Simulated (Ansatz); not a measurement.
# SnTe2: how the settings move a single-point run

How sensitive is a single-point run of SnTe2 to its settings? A reference run comes first, then three runs with altered input. The cell is built on a prototype (rutile) and needn't be the phase found in nature.

Method: reference: DFT, HSE06, plane waves, PAW, in Ansatz 0.2.0.

2 further runs of the same task are left out: 1 for a known fault of the program, 1 that didn't finish. Runs told in other sessions of the task aren't counted.

## Step 1: Starting point

Symmetry: P4_2/mnm, No. 136, tetragonal system. Conventional cell: a = 6.959 Å, b = 6.959 Å, c = 4.418 Å, α = 90.00°, β = 90.00°, γ = 90.00°. Sn (site symmetry mmm) is surrounded by 6 Te at 2.94 to 2.98 Å. Te (site symmetry m2m) has 3 Sn at 2.94 to 2.98 Å in its first shell of neighbours.

As a file:

```cif
data_structure
_symmetry_space_group_name_H-M 'P 1'
_symmetry_Int_Tables_number 1
_cell_length_a 6.9586
_cell_length_b 6.9586
_cell_length_c 4.4179
_cell_angle_alpha 90.000
_cell_angle_beta 90.000
_cell_angle_gamma 90.000
_cell_volume 213.92
loop_
_atom_site_label
_atom_site_type_symbol
_atom_site_fract_x
_atom_site_fract_y
_atom_site_fract_z
_atom_site_occupancy
Sn1 Sn 0.00000 0.00000 0.00000 1
Sn2 Sn 0.50000 0.50000 0.50000 1
Te1 Te 0.30235 0.30235 0.00000 1
Te2 Te 0.19765 0.80235 0.50000 1
Te3 Te 0.80235 0.19765 0.50000 1
Te4 Te 0.69765 0.69765 0.00000 1
```

## Step 2: Baseline

input.yaml reads:

```yaml
crystal:
  lattice:
    - [6.9585660197, 0.0, 0.0]
    - [0.0, 6.9585660197, 0.0]
    - [0.0, 0.0, 4.4179125098]
  atoms:
    - { symbol: Sn, position: [0.0, 0.0, 0.0] }
    - { symbol: Sn, position: [0.5, 0.5, 0.5] }
    - { symbol: Te, position: [0.3023537661, 0.3023537661, 0.0] }
    - { symbol: Te, position: [0.1976462339, 0.8023537661, 0.5] }
    - { symbol: Te, position: [0.8023537661, 0.1976462339, 0.5] }
    - { symbol: Te, position: [0.6976462339, 0.6976462339, 0.0] }
kpoints:
  mp_grid: { grid: [2, 2, 4] }
hamiltonian:
  xc: hse06
scf:
  occupations: { method: fermi_dirac, width: 0.02 }
  n_extra_bands: 5
output:
  forces: true
  stress: true
  eigenvalues: true
```

On the command line:

```console
$ ansatz run input.yaml --threads 4 --pin off --max-ram 4608MiB --backend cpu --events-out ev --progress --plain --runs-dir out
```

What it wrote, cut to the lines that bear on the results:

```text
Warning: output.stress: scf.convergence.dr2_threshold = 1e-7 eV (the SCF's general default) is looser than the 6e-10 eV advised for a printed stress (1e-10 eV for each atom of the cell: 6). What an SCF threshold leaves in a stress goes as its square root, and in the free energy as the [...]
Warning: output.stress: scf.exx.energy_threshold = 1e-6 eV is looser than the 6e-8 eV advised for a stress under a hybrid functional (1e-8 eV for each atom of the cell: 6). Every SCF of the exchange loop can meet its threshold on dr2 while the loop round them stops early: no threshold on [...]
Warning: RAYON_NUM_THREADS=4 ignored (pool sized by the plan → 4); use --threads N
scf.n_extra_bands = 5 over 46 filled bands (N_el = 92.0): the run solves 51 bands
[...]
Pseudopotentials: kind: paw
Pseudopotential: Sn, paw, valence charge 14, recommended cutoff 420 eV (normal), Sn.paw.azcp
Pseudopotential: Te, paw, valence charge 16, recommended cutoff 420 eV (normal), Te.paw.azcp
Functional definition: HSE06
[...]
Crystal: 6 atoms, lattice volume = 213.923 Å³
Basis set: ecut = 420 eV, 4195 PW (Γ), exchange–correlation on 96×96×60 points (8 copies of the dense FFT grid, shifted against one another)
Bands: 51, of which v1, the nominal top of the filled ones, is band 46 counted from 1 (45 counted from 0)
Symmetry: 16 space group operations
Space group: P42/mnm (ITA 136), of the structure as read, at distance tolerance 6.0e-5 Å
k-points: 9 of 16
[...]
SCF iter   1: F=—  HF=-39967.575366 eV  |F-HF|=—  |Δ(HF+E_count)|=         —  Δρ=2.29e-3  dr2=1.79e-2  ethr=1.77e-3  ⟨swp⟩=7.1  Hψ=1749  notcnv=0
[...]
Frozen-core exchange: fock
[...]
SCF 2 stopped early in 5 iterations: F = -39993.382007 eV  dr2 = 9.53e-6
[...]
hybrid outer 1: dexx = +5.590e-2 eV, tail = 3.77e-4 eV
[...]
Frozen-core exchange: fock
[...]
SCF iter   6: F=-39993.382045 eV  HF=-39993.382045 eV  |F-HF|=7.28e-11  |Δ(HF+E_count)|=  1.09e-10  Δρ=1.97e-7  dr2=8.11e-11  ethr=1.08e-12 (applied; sched 1.00e-12)  ⟨swp⟩=4.0  Hψ=1326  notcnv=0
[...]
hybrid outer 2: dexx = +2.223e-6 eV, tail = 5.15e-8 eV, Δε = 4.19e-3 eV (about 1.12e-4 eV left of the loop's levels), ΔF = 1.27e-3 eV/Å (tail 4.74e-4)
hybrid SCF converged: 2 outer / 11 inner (+9 warm-up), last move |dexx| = 2.22e-6 eV, tail = 5.15e-8 eV
Stability not checked: this state was not tested for a lower state beside it, because the functional holds exact exchange (a hybrid, or Hartree-Fock), whose exchange loop this test does not read (fock_operator; see scf.lower_state_search)
Free energy (F): -39993.382045 eV
Frozen-core exchange: fock
[...]
E sigma→0 (E₀):  -39993.382032 eV
Entropy (-TS):   -0.000027 eV (-0.005 meV/atom)
Fermi energy:    6.983827 eV
[...]
--- Forces (eV/Å), atoms counted from 1 ---
  atom   1  Sn     0.00000000    -0.00000000     0.00000000
  atom   2  Sn     0.00000000     0.00000000     0.00000000
  atom   3  Te     0.20951786     0.20951786     0.00000000
  atom   4  Te    -0.20951786     0.20951786     0.00000000
  atom   5  Te     0.20951786    -0.20951786     0.00000000
  atom   6  Te    -0.20951786    -0.20951786     0.00000000
[...]
--- Stress (GPa, compression-positive) ---
       -0.531675       0.000000       0.000000
        0.000000      -0.531675       0.000000
        0.000000       0.000000      -1.714454
  P = ⅓ Tr σ = -0.9259 GPa (-9.259 kbar)
--- Band table (eV; the first three rows and the last of 9) ---
[...]
```

It took 67 s on 4 threads of Arm Neoverse N1, shared host; peak memory 2.4 GiB.

## Step 3: Changing settings: exchange pbe, correlation pbe, coeff 0.4, omega 0.3

input.yaml: that of step 2 with these lines changed.

```diff
@@ -15,3 +15,3 @@
 hamiltonian:
-  xc: hse06
+  xc: { exchange: pbe, correlation: pbe, exx: { coeff: 0.4, omega: 0.3 } }
 scf:
```

On the command line:

```console
$ ansatz run input.yaml --threads 4 --pin off --max-ram 4608MiB --backend cpu --events-out ev --progress --plain --runs-dir out
```

What it wrote, cut to the lines that bear on the results:

```text
Warning: output.stress: scf.convergence.dr2_threshold = 1e-7 eV (the SCF's general default) is looser than the 6e-10 eV advised for a printed stress (1e-10 eV for each atom of the cell: 6). What an SCF threshold leaves in a stress goes as its square root, and in the free energy as the [...]
Warning: output.stress: scf.exx.energy_threshold = 1e-6 eV is looser than the 6e-8 eV advised for a stress under a hybrid functional (1e-8 eV for each atom of the cell: 6). Every SCF of the exchange loop can meet its threshold on dr2 while the loop round them stops early: no threshold on [...]
Warning: RAYON_NUM_THREADS=4 ignored (pool sized by the plan → 4); use --threads N
scf.n_extra_bands = 5 over 46 filled bands (N_el = 92.0): the run solves 51 bands
[...]
[... 3 set-up lines as earlier in the session ...]
Functional definition: unnamed
[...]
Crystal: 6 atoms, lattice volume = 213.923 Å³
Basis set: ecut = 420 eV, 4195 PW (Γ), exchange–correlation on 96×96×60 points (8 copies of the dense FFT grid, shifted against one another)
[...]
hybrid outer 3: dexx = +5.286e-8 eV, tail = 2.98e-9 eV, Δε = 1.08e-4 eV (about 8.37e-6 eV left of the loop's levels), ΔF = 6.31e-5 eV/Å (tail 6.03e-5)
hybrid SCF converged: 3 outer / 16 inner (+9 warm-up), last move |dexx| = 5.29e-8 eV, tail = 2.98e-9 eV
Stability not checked: this state was not tested for a lower state beside it, because the functional holds exact exchange (a hybrid, or Hartree-Fock), whose exchange loop this test does not read (fock_operator; see scf.lower_state_search)
Free energy (F): -40008.921333 eV
Frozen-core exchange: fock
[...]
E sigma→0 (E₀):  -40008.921331 eV
Entropy (-TS):   -0.000003 eV (-0.001 meV/atom)
Fermi energy:    6.884725 eV
[...]
--- Forces (eV/Å), atoms counted from 1 ---
  atom   1  Sn     0.00000000    -0.00000000     0.00000000
  atom   2  Sn     0.00000000     0.00000000     0.00000000
  atom   3  Te     0.25939091     0.25939091     0.00000000
  atom   4  Te    -0.25939091     0.25939091     0.00000000
  atom   5  Te     0.25939091    -0.25939091     0.00000000
  atom   6  Te    -0.25939091    -0.25939091     0.00000000
[...]
--- Stress (GPa, compression-positive) ---
       -1.250691       0.000000       0.000000
        0.000000      -1.250691       0.000000
        0.000000       0.000000      -2.519201
  P = ⅓ Tr σ = -1.6735 GPa (-16.735 kbar)
--- Band table (eV; the first three rows and the last of 9) ---
[...]
```

Run time: 83 s. Hardware: 4 threads of Arm Neoverse N1, shared host; peak memory 2.4 GiB.

Total energies don't compare across a change of functional; the pressure goes from -0.9 to -1.7 GPa, the gap on the mesh goes from 0.34 to 0.43 eV and the largest force goes from 0.30 to 0.37 eV/Å. At this fixed cell a lower pressure means that this functional prefers a smaller volume than the reference.

## Step 4: Changing settings: exchange pbe, correlation pbe, coeff 0.75, omega 0.5

input.yaml: that of step 2 with these lines changed.

```diff
@@ -15,3 +15,3 @@
 hamiltonian:
-  xc: hse06
+  xc: { exchange: pbe, correlation: pbe, exx: { coeff: 0.75, omega: 0.5 } }
 scf:
```

On the command line:

```console
$ ansatz run input.yaml --threads 4 --pin off --max-ram 4608MiB --backend cpu --events-out ev --progress --plain --runs-dir out
```

What it wrote, cut to the lines that bear on the results:

```text
Warning: output.stress: scf.convergence.dr2_threshold = 1e-7 eV (the SCF's general default) is looser than the 6e-10 eV advised for a printed stress (1e-10 eV for each atom of the cell: 6). What an SCF threshold leaves in a stress goes as its square root, and in the free energy as the [...]
Warning: output.stress: scf.exx.energy_threshold = 1e-6 eV is looser than the 6e-8 eV advised for a stress under a hybrid functional (1e-8 eV for each atom of the cell: 6). Every SCF of the exchange loop can meet its threshold on dr2 while the loop round them stops early: no threshold on [...]
Warning: RAYON_NUM_THREADS=4 ignored (pool sized by the plan → 4); use --threads N
scf.n_extra_bands = 5 over 46 filled bands (N_el = 92.0): the run solves 51 bands
[...]
[... 4 set-up lines as earlier in the session ...]
[...]
Crystal: 6 atoms, lattice volume = 213.923 Å³
Basis set: ecut = 420 eV, 4195 PW (Γ), exchange–correlation on 96×96×60 points (8 copies of the dense FFT grid, shifted against one another)
[...]
hybrid outer 4: dexx = +2.712e-8 eV, tail = 3.07e-9 eV, Δε = 6.71e-5 eV (about 9.72e-6 eV left of the loop's levels), ΔF = 6.38e-6 eV/Å (tail 4.56e-5)
hybrid SCF converged: 4 outer / 18 inner (+10 warm-up), last move |dexx| = 2.71e-8 eV, tail = 3.07e-9 eV
Stability not checked: this state was not tested for a lower state beside it, because the functional holds exact exchange (a hybrid, or Hartree-Fock), whose exchange loop this test does not read (fock_operator; see scf.lower_state_search)
Free energy (F): -40044.210462 eV
Frozen-core exchange: fock
[...]
E sigma→0 (E₀):  -40044.210461 eV
Entropy (-TS):   -0.000001 eV (-0.000 meV/atom)
Fermi energy:    6.815110 eV
[...]
--- Forces (eV/Å), atoms counted from 1 ---
  atom   1  Sn    -0.00000000     0.00000000     0.00000000
  atom   2  Sn    -0.00000000    -0.00000000     0.00000000
  atom   3  Te     0.30462486     0.30462486     0.00000000
  atom   4  Te    -0.30462486     0.30462486     0.00000000
  atom   5  Te     0.30462486    -0.30462486     0.00000000
  atom   6  Te    -0.30462486    -0.30462486     0.00000000
[...]
--- Stress (GPa, compression-positive) ---
       -1.954918       0.000000       0.000000
        0.000000      -1.954918       0.000000
        0.000000       0.000000      -3.311003
  P = ⅓ Tr σ = -2.4069 GPa (-24.069 kbar)
--- Band table (eV; the first three rows and the last of 9) ---
[...]
```

Run time: 97 s. Hardware: 4 threads of Arm Neoverse N1, shared host; peak memory 2.5 GiB.

A change of functional puts the total energy on another scale; the pressure goes from -0.9 to -2.4 GPa, the gap on the mesh goes from 0.34 to 0.47 eV and the largest force goes from 0.30 to 0.43 eV/Å. At this fixed cell a lower pressure means that this functional prefers a smaller volume than the reference. Cost: 28 SCF cycles against 20, 97 s against 67 s.

## Step 5: Changing settings: ecutwfc 350

input.yaml: that of step 2 with these lines changed.

```diff
@@ -23 +23,3 @@
   eigenvalues: true
+basis:
+  ecutwfc: 350
```

On the command line:

```console
$ ansatz run input.yaml --threads 4 --pin off --max-ram 4608MiB --backend cpu --events-out ev --progress --plain --runs-dir out
```

What it wrote, cut to the lines that bear on the results:

```text
Warning: basis.ecutwfc = 350 eV is below the records' recommended 420 eV, and the density's cutoff is lower with it unless basis.ecutrho_ratio is high enough to keep the records' density cutoff: compare with a run at a higher cutoff
Warning: output.stress: scf.convergence.dr2_threshold = 1e-7 eV (the SCF's general default) is looser than the 6e-10 eV advised for a printed stress (1e-10 eV for each atom of the cell: 6). What an SCF threshold leaves in a stress goes as its square root, and in the free energy as the [...]
Warning: output.stress: scf.exx.energy_threshold = 1e-6 eV is looser than the 6e-8 eV advised for a stress under a hybrid functional (1e-8 eV for each atom of the cell: 6). Every SCF of the exchange loop can meet its threshold on dr2 while the loop round them stops early: no threshold on [...]
Warning: RAYON_NUM_THREADS=4 ignored (pool sized by the plan → 4); use --threads N
scf.n_extra_bands = 5 over 46 filled bands (N_el = 92.0): the run solves 51 bands
[...]
[... 4 set-up lines as earlier in the session ...]
[...]
Crystal: 6 atoms, lattice volume = 213.923 Å³
[...]
SCF iter   6: F=-39993.367061 eV  HF=-39993.367061 eV  |F-HF|=2.18e-10  |Δ(HF+E_count)|=   7.20e-9  Δρ=3.81e-7  dr2=2.98e-10  ethr=1.84e-12  ⟨swp⟩=4.2  Hψ=1196  notcnv=0  defer=1
[...]
hybrid outer 2: dexx = +2.230e-6 eV, tail = 5.69e-8 eV, Δε = 3.17e-3 eV (about 9.39e-5 eV left of the loop's levels), ΔF = 2.09e-3 eV/Å (tail 7.95e-4)
hybrid SCF converged: 2 outer / 11 inner (+9 warm-up), last move |dexx| = 2.23e-6 eV, tail = 5.69e-8 eV
Stability not checked: this state was not tested for a lower state beside it, because the functional holds exact exchange (a hybrid, or Hartree-Fock), whose exchange loop this test does not read (fock_operator; see scf.lower_state_search)
Free energy (F): -39993.367061 eV
Frozen-core exchange: fock
[...]
E sigma→0 (E₀):  -39993.367047 eV
Entropy (-TS):   -0.000027 eV (-0.005 meV/atom)
Fermi energy:    6.984374 eV
[...]
--- Forces (eV/Å), atoms counted from 1 ---
  atom   1  Sn     0.00000000    -0.00000000     0.00000000
  atom   2  Sn     0.00000000     0.00000000     0.00000000
  atom   3  Te     0.20921555     0.20921555     0.00000000
  atom   4  Te    -0.20921555     0.20921555     0.00000000
  atom   5  Te     0.20921555    -0.20921555     0.00000000
  atom   6  Te    -0.20921555    -0.20921555     0.00000000
[...]
--- Stress (GPa, compression-positive) ---
       -0.518592       0.000000       0.000000
        0.000000      -0.518592       0.000000
        0.000000       0.000000      -1.700138
  P = ⅓ Tr σ = -0.9124 GPa (-9.124 kbar)
--- Band table (eV; the first three rows and the last of 9) ---
[...]
```

Run time: 53 s. Hardware: 4 threads of Arm Neoverse N1, shared host; peak memory 1.7 GiB.

Changing the cutoff moves the energy by +2.5 meV/atom. The lower cutoff gives the higher energy: the smaller basis describes the state less well. The log warns that the cutoff is under what these potentials recommend, so the shift is basis error.

## Step 6: Side by side

```tsv
run	ending	energy change	pressure (GPa)	gap (eV)	force (eV/Å)	cycles	time
reference	converged	0	-0.9	0.34	0.30	20	67 s
1: exchange pbe, correlation pbe, coeff 0.4, omega 0.3	converged	not comparable	-1.7	0.43	0.37	25	83 s
2: exchange pbe, correlation pbe, coeff 0.75, omega 0.5	converged	not comparable	-2.4	0.47	0.43	28	97 s
3: ecutwfc 350	converged	+2.5 meV/atom	-0.9	0.34	0.30	20	53 s
```

Residual by cycle in the longest SCF loop of each run; runs are numbered as in the table. The quantity is the density residual dr2, in eV.

```tsv
cycle	reference	run 1	run 2	run 3
1	0.0179	0.0173	0.0166	0.0179
2	0.00571	0.00563	0.00566	0.00577
3	1.4e-4	1.3e-4	1.2e-4	1.3e-4
4	2.5e-5	2.4e-5	2.7e-5	2.5e-5
5	1.8e-6	1.9e-6	2.1e-6	1.8e-6
6	2.7e-7	2.7e-7	4.3e-7	2.9e-7
7	4.3e-8	4.5e-8	8.1e-8	4.2e-8
8	9.3e-9	4.8e-9	9.5e-9	6.1e-9
9	7.5e-10	4.3e-10	9.4e-10	6.6e-10
10	-	-	1.9e-10	-
```

«ecutwfc 350» moves the energy by +2.5 meV/atom. Run 3 ran under the cutoff that the potentials recommend, as the log warns, so basis error is mixed into its values. The gap of the reference lacks spin-orbit coupling, though the cell holds Te.
